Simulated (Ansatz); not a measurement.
Predict the output of the script below (the Ansatz DFT code, driven from Python).

`bh4ssb.py`:
```python
import ansatz as az
import numpy as np

GEOMETRY = """
S    -1.52580   -1.43590   -0.88840
B    -0.12890   -0.23230   -0.60190
Sb    0.69940   -0.01930    1.43740
H    -2.43450   -0.36410   -0.63080
H     0.32600    0.39070   -1.51280
H     0.72610    1.75060    1.32020
H     2.39900   -0.15770    0.83070
"""

bh4ssb = az.Crystal.molecule()
for line in GEOMETRY.strip().splitlines():
    symbol, *xyz = line.split()
    bh4ssb = bh4ssb.atom(symbol, [float(v) for v in xyz])

model = (
    bh4ssb.calculation()
    .basis(gaussian="def2-SVP")
    .correlation("MP2")
)
symbols = [site.symbol for site in bh4ssb.cartesian_sites]
start = np.array([site.position_ang for site in bh4ssb.cartesian_sites], dtype=float)
summary = model.relax(force_tolerance=0.01, max_steps=100).run(threads=1).report
end = np.array(summary["positions_ang"])

away = sum((end[0] - end[j]) / np.linalg.norm(end[0] - end[j]) for j in [1, 3]) + np.array([0.15, 0.1, -0.2])
proton = end[0] + 1.4 * away / np.linalg.norm(away)
acid = az.Crystal.molecule()
for symbol, place in zip(symbols, end):
    acid = acid.atom(symbol, place.tolist())
acid = acid.atom("H", proton.tolist())
protonated = (
    acid.calculation()
    .basis(gaussian="def2-SVP")
    .correlation("MP2")
    .charge(1)
    .relax(force_tolerance=0.01, max_steps=80)
)
after = protonated.run(threads=1).report
xyz = np.array(after["positions_ang"])
reach = np.linalg.norm(xyz[:-1] - xyz[-1], axis=1)
print(f"base {summary['free_energy_ev']:.5f} eV, protonated {after['free_energy_ev']:.5f} eV")
print(f"the proton ends {reach.min():.3f} A from {symbols[reach.argmin()]}{reach.argmin()}")
print(f"electronic proton affinity {23.060548 * (summary['free_energy_ev'] - after['free_energy_ev']):.1f} kcal/mol")
```

```console
$ python bh4ssb.py
base -18068.21337 eV, protonated -18075.87298 eV
the proton ends 1.348 A from S0
electronic proton affinity 176.6 kcal/mol
```

Notes:
- Total energies depend on the basis set; only differences at equal settings carry meaning.
- The proton is put on one chosen atom, which needn't be the most basic site, so the molecule's proton affinity can be higher; the ends are stationary points, not checked by frequencies, and zero-point and thermal terms count only where printed.
- def2 sets replace the cores of elements past krypton by effective core potentials.
- Wall time of the script: 2.3 min on 1 thread of Arm Neoverse V1 (shared host), peak memory 0.26 GiB.
